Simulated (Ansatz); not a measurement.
## C2H4Se, SMILES C=C[SeH]: a ladder of methods at one geometry

Program: the Ansatz DFT code, driven from Python.

`c2h4se.py`:
```python
# -*- coding: utf-8 -*-
"""One geometry of C2H4Se, method by method."""

import ansatz as az

GEOMETRY = """
C    -0.70970    0.35700   -0.59150
C    -0.06800    0.17160    0.50970
Se    0.73730   -1.52800    0.79750
H    -0.78830   -0.36080   -1.36100
H    -1.22420    1.36020   -0.78330
H     0.03440    0.97040    1.25710
H     2.07980   -1.03840    0.12570
"""

mol = az.Crystal.molecule()
for line in GEOMETRY.strip().splitlines():
    symbol, *xyz = line.split()
    mol = mol.atom(symbol, [float(v) for v in xyz])

job = mol.calculation().basis(gaussian="def2-SVP")

methods = ["mp2", "ccsd", "ccsd_t"]
batch = az.Session.batch([job.correlation(m).input() for m in methods])
reports = sorted(batch.plan().execute().molecular_reports, key=lambda each: each["member"])
print(f"Hartree-Fock reference {reports[0]['reference_energy_ev'] / 27.211386246:.6f} Ha")
best = reports[-1]["free_energy_ev"] - reports[-1]["reference_energy_ev"]
for method, each in zip(methods, reports):
    gained = each["free_energy_ev"] - each["reference_energy_ev"]
    print(f"{method:8s} total {each['free_energy_ev'] / 27.211386246:.6f} Ha  correlation {gained:9.4f} eV  ({100 * gained / best:.1f} % of the last)")
```

```console
$ python c2h4se.py
Hartree-Fock reference -2477.504568 Ha
mp2      total -2478.010084 Ha  correlation  -13.7558 eV  (91.5 % of the last)
ccsd     total -2478.039782 Ha  correlation  -14.5639 eV  (96.9 % of the last)
ccsd_t   total -2478.056931 Ha  correlation  -15.0305 eV  (100.0 % of the last)
```

What to keep in mind:
- Total energies depend on the basis set; only differences at equal settings carry meaning.
- The geometry is a force-field or estimated start, not a minimum of this method, and the basis set is short of its limit. A lower total doesn't mark the better method: functionals have no common bound, and MP2 and coupled cluster aren't variational.
- Inner cores stay frozen; a filled d shell under the valence of the heavier atoms is correlated with it.
